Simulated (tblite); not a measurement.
# C5H12BNO: the cost of one run

The runs use tblite 0.8.0 and PySCF 2.14.0, with density-fitted response routines of our own; the level of theory stands in each step. All values are computed, except where a source is named. Atoms are numbered from 0 throughout.

**1. The starting structure**

20 atoms, charge 0, multiplicity 1; geometry from: force field or distance geometry start.

Bonds of the start (Å): C0–C1 1.48, C1–N2 1.17, N2–B3 1.49, B3–O4 1.49, O4–C5 1.40, C5–C6 1.50, C6–C7 1.51, C0–H8 1.11, C0–H9 1.10, C0–H10 1.12, B3–H11 1.19, B3–H12 1.22, C5–H13 1.10, C5–H14 1.14, C6–H15 1.12, C6–H16 1.11, C7–H17 1.10, C7–H18 1.12, C7–H19 1.11.

**2. Geometry optimisation with GFN2-xTB**

The job: settings as JSON, then the geometry in Å.

```
{"job": {"kind": "relax", "xc": "GFN2-xTB", "basis": "xTB"}, "charge": 0, "multiplicity": 1}
C      3.401100     1.070000     0.194300
C      2.348900     0.301000    -0.499700
N      1.537100    -0.330100    -1.047900
B      0.469700    -1.084500    -1.772700
O     -0.848400    -0.595100    -1.281300
C     -0.957700    -0.906000     0.074800
C     -2.254300    -0.447000     0.666900
C     -2.333100     1.056700     0.507600
H      4.212200     1.369700    -0.503300
H      2.905900     1.953600     0.633000
H      3.917800     0.440800     0.965300
H      0.552400    -0.939200    -2.950300
H      0.560600    -2.252400    -1.447200
H     -0.821100    -1.974700     0.281400
H     -0.147700    -0.295500     0.586900
H     -3.076800    -0.892800     0.056900
H     -2.389600    -0.740900     1.732200
H     -1.393400     1.529200     0.843500
H     -3.191300     1.463200     1.108300
H     -2.497400     1.284600    -0.561300
```

Launch:

```console
> OMP_NUM_THREADS=1 python probes_run.py task.json out
```

This one command runs all jobs of the session in turn.

Q: Estimate the wall time and peak memory of this first job on 1 thread of Arm Neoverse V1, shared host.

About 1 s, with a peak of 0.18 GiB.
